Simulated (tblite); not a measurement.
# C14H16O3S: the cost of one run

Programs: tblite 0.8.0 and PySCF 2.14.0, with routines of our own; each step states its level. All values are computed. Atoms count from 0.

## Step 1: The system as given

34 atoms, charge 0, multiplicity 1; geometry from: force field, distance geometry or constructed start.

## Step 2: Relaxing the molecule with GFN2-xTB

The job: settings as JSON, then the geometry in Å.

```
{"job": {"kind": "relax", "xc": "GFN2-xTB", "basis": "xTB"}, "charge": 0, "multiplicity": 1}
C      5.661600    -0.082100    -0.899700
C      5.336600     0.393600     0.505800
C      4.076400    -0.237600     1.094200
C      2.804300     0.178300     0.342200
S      1.343400    -0.482400     1.143900
O      1.361400    -1.925300     1.009700
O      1.189900     0.172900     2.422100
O      0.270900     0.142600     0.087700
C     -1.082300    -0.057700     0.206900
C     -1.711600    -0.787400     1.216300
C     -3.103900    -0.913700     1.225200
C     -3.893000    -0.312700     0.234900
C     -5.293000    -0.429300     0.242000
C     -6.055900     0.175000    -0.761100
C     -5.440500     0.912100    -1.767000
C     -4.050300     1.035400    -1.776500
C     -3.260500     0.433300    -0.787500
C     -1.862100     0.545400    -0.788500
H      4.898000     0.255600    -1.610000
H      5.721400    -1.171200    -0.940600
H      6.617400     0.331100    -1.221100
H      6.182900     0.135400     1.163700
H      5.257500     1.488400     0.528200
H      3.983600     0.062800     2.142900
H      4.166500    -1.325400     1.096000
H      2.801200    -0.210100    -0.673900
H      2.701500     1.265700     0.326500
H     -1.148900    -1.272900     2.009200
H     -3.566900    -1.488200     2.022400
H     -5.790800    -0.997300     1.020500
H     -7.136700     0.075700    -0.745900
H     -6.037800     1.380200    -2.542400
H     -3.584100     1.610700    -2.581500
H     -1.364000     1.116900    -1.567400
```

Run with:

```sh
> OMP_NUM_THREADS=1 python large_run.py task.json out
```

One launch serves the whole session: the jobs run in the order shown.

Q: Estimate the wall time and peak memory of this first job on 1 thread of Arm Neoverse N1, shared host.

About 2.2 s, with a peak of 0.18 GiB.
